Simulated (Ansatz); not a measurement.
# C3H11SbSi: basis-set convergence

How large a basis does C3H11SbSi need? Two functionals are run in growing sets.

The runs use Ansatz 0.2.0, Gaussian basis; one geometry, several basis sets.

Plan: PBE0-D4/def2-SVP; ωB97M-V/def2-SVP; PBE0-D4/def2-QZVPP; ωB97M-V/def2-QZVPP; the functionals' def2-TZVPP values are taken from earlier runs.

1 further run of the same task is left out (for a known fault of the program). Runs told in other sessions of the task aren't counted.

## Step 1: The relaxed structure

The geometry comes from an earlier relaxation with PBE0-D4 in a triple-zeta def2 set; it is a stationary point, not always the lowest conformer. Sb takes the def2 core potential; no spin-orbit term is included.

SMILES `C[CH2][Sb]([CH3])[SiH3]`, 16 atoms, charge 0, spin multiplicity 1.

Atoms are counted from 1 here; the program's logs count them from 0.

Bond lengths: C1–C2 1.518 Å, C1–H6 1.094 Å, C1–H7 1.093 Å, C1–H8 1.093 Å, C2–Sb3 2.178 Å, C2–H9 1.092 Å, C2–H10 1.093 Å, Sb3–C4 2.166 Å, Sb3–Si5 2.569 Å, C4–H11 1.090 Å, C4–H12 1.090 Å, C4–H13 1.090 Å, Si5–H14 1.492 Å, Si5–H15 1.489 Å, Si5–H16 1.489 Å. Angles: C2–C1–H6 111.3°, C2–C1–H7 111.7°, C2–C1–H8 111.7°, H6–C1–H7 107.3°, H6–C1–H8 107.4°, H7–C1–H8 107.3°, C1–C2–Sb3 112.9°, C1–C2–H9 111.6°, C1–C2–H10 111.1°, Sb3–C2–H9 107.6°, Sb3–C2–H10 105.8°, H9–C2–H10 107.5°, C2–Sb3–C4 95.0°, C2–Sb3–Si5 93.2°, C4–Sb3–Si5 93.0°, Sb3–C4–H11 109.5°, Sb3–C4–H12 108.6°, Sb3–C4–H13 110.7° and more.

As a file:

```
C     0.6515    1.1620   -1.9669
C     0.7235   -0.1311   -1.1755
Sb   -1.1713   -0.6601   -0.2416
C    -0.3304   -2.1934    1.0371
Si   -0.9535    1.1537    1.5653
H     1.6047    1.3810   -2.4576
H     0.4124    2.0153   -1.3264
H    -0.1136    1.1164   -2.7465
H     1.4766   -0.0782   -0.3863
H     0.9827   -0.9736   -1.8219
H    -1.0507   -2.4569    1.8116
H    -0.1250   -3.0771    0.4323
H     0.5929   -1.8460    1.5005
H     0.4371    1.1864    2.1043
H    -1.8860    0.8761    2.6925
H    -1.2739    2.5030    1.0234
```

## Step 2: PBE0-D4 in def2-SVP

The input, in.yaml:

```yaml
crystal:
  periodic: [false, false, false]
  atoms:
    - {symbol: C, position_ang: [0.651538, 1.162002, -1.966936]}
    - {symbol: C, position_ang: [0.723521, -0.131117, -1.175543]}
    - {symbol: Sb, position_ang: [-1.171289, -0.660080, -0.241599]}
    - {symbol: C, position_ang: [-0.330417, -2.193445, 1.037148]}
    - {symbol: Si, position_ang: [-0.953469, 1.153706, 1.565273]}
    - {symbol: H, position_ang: [1.604712, 1.380975, -2.457596]}
    - {symbol: H, position_ang: [0.412424, 2.015258, -1.326446]}
    - {symbol: H, position_ang: [-0.113622, 1.116364, -2.746465]}
    - {symbol: H, position_ang: [1.476565, -0.078236, -0.386300]}
    - {symbol: H, position_ang: [0.982723, -0.973559, -1.821879]}
    - {symbol: H, position_ang: [-1.050741, -2.456867, 1.811642]}
    - {symbol: H, position_ang: [-0.124953, -3.077084, 0.432324]}
    - {symbol: H, position_ang: [0.592914, -1.846029, 1.500467]}
    - {symbol: H, position_ang: [0.437109, 1.186390, 2.104346]}
    - {symbol: H, position_ang: [-1.886009, 0.876111, 2.692475]}
    - {symbol: H, position_ang: [-1.273907, 2.503009, 1.023388]}
basis:
  gaussian: {orbitals: def2-SVP}
hamiltonian: {xc: pbe0, dispersion: d4}
output: {orbitals: {seedname: orbitals}}
```

Run with:

```console
$ ansatz run in.yaml --threads 4 --pin off --events-out ev --progress --plain --max-ram 11315MiB
```

Further steps of the session: ωB97M-V in def2-SVP; PBE0-D4 in def2-QZVPP; ωB97M-V in def2-QZVPP.

Before running them: what should the planned runs give, taken together? Wanted: PBE0-D4: double and triple zeta above quadruple; ωB97M-V: double and triple zeta above quadruple.

As calculated:

| quantity | value |
| --- | --- |
| PBE0-D4: double and triple zeta above quadruple | 7.14, 0.51 eV |
| ωB97M-V: double and triple zeta above quadruple | 7.46, 0.50 eV |

For PBE0-D4 the step from double to triple zeta gains 6.63 eV and the next only 0.51 eV. Total energies overstate the basis error of differences, where much of it tends to cancel. The LUMO of ωB97M-V is positive and keeps falling with the basis (1.79 to 1.00 eV): an unbound level that the basis holds in place.
